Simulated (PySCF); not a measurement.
**doublet SrO+: UHF/3-21G (preoptimised minimum)**

Aim: an optimisation with harmonic vibrations of doublet SrO+. Input form: a Python script.

Program for the calculation: PySCF 2.14.0.

7 further runs of the same task are left out: 6 for a faulty analytic Hessian, 1 that didn't finish.

## Step 1: The system as given

SrO+: 2 atoms, total charge +1, spin state doublet. SMILES of the parent species: `[O][Sr]`. All atoms were displaced at random from a relaxed shape. That shape belongs to the parent species and isn't relaxed for this state. The run starts from this shape.

Bond lengths: O1–Sr2 1.879 Å.

## Step 2: An optimisation with harmonic vibrations at UHF/3-21G (preoptimised minimum)

The input, input.py:

```python
import numpy
from pyscf import gto, symm
from pyscf.hessian import thermo
from pyscf.geomopt.geometric_solver import kernel as optimise

mol = gto.Mole()
mol.atom = [
    ('O', (-0.001901, -0.001155, 0.055040)),
    ('Sr', (0.013592, -0.007730, 1.934172)),
]
mol.basis = '3-21g'
mol.verbose = 3
mol.max_memory = 1860
mol.charge = 1
mol.spin = 1
mol.build()

mf = mol.UHF()
mf.conv_tol = 1e-10
mf = mf.newton()
converged, mol_eq = optimise(mf, maxsteps=80)
print('converged:', converged)
print(mol_eq.tostring())

mf.reset(mol_eq)
mol = mol_eq
mf.kernel()
energy = mf.e_tot
print('E(%s) = %.9f' % ('HF', energy))
hess = mf.Hessian().kernel()
modes = thermo.harmonic_analysis(mol, hess)
print('frequencies (1/cm)', numpy.round(modes['freq_wavenumber'], 1))
symm.geom.TOLERANCE = 1e-3  # for the symmetry number
th = thermo.thermo(mf, modes['freq_au'], 298.15, 101325)
thermo.dump_thermo(mol, th)
```

The run is started by

```
$ OMP_NUM_THREADS=1 python input.py
```

**Question.** What will come out? Wanted: total energy; HOMO energy; LUMO energy; ⟨S²⟩; harmonic wavenumber; zero-point energy; ideal-gas entropy at 298.15 K.

**Answer.** As computed:

At UHF/3-21G (preoptimised minimum):

| quantity | value |
| --- | --- |
| total energy | -3191.28163 Eh |
| HOMO energy (highest over α and β) | -12.61 eV |
| LUMO energy (lowest over α and β) | -5.45 eV |
| ⟨S²⟩ | 0.757 |
| harmonic wavenumber | 561 cm⁻¹ |
| zero-point energy | 3.4 kJ/mol |
| ideal-gas entropy at 298.15 K (symmetry number 1 as used) | 56.9 cal/(mol K) |

**Reading.** At the final geometry: Bond lengths: O1–Sr2 2.150 Å. The one mode is real, so the shape is a minimum at this level. Relativity is left out although the molecule holds a heavy atom.
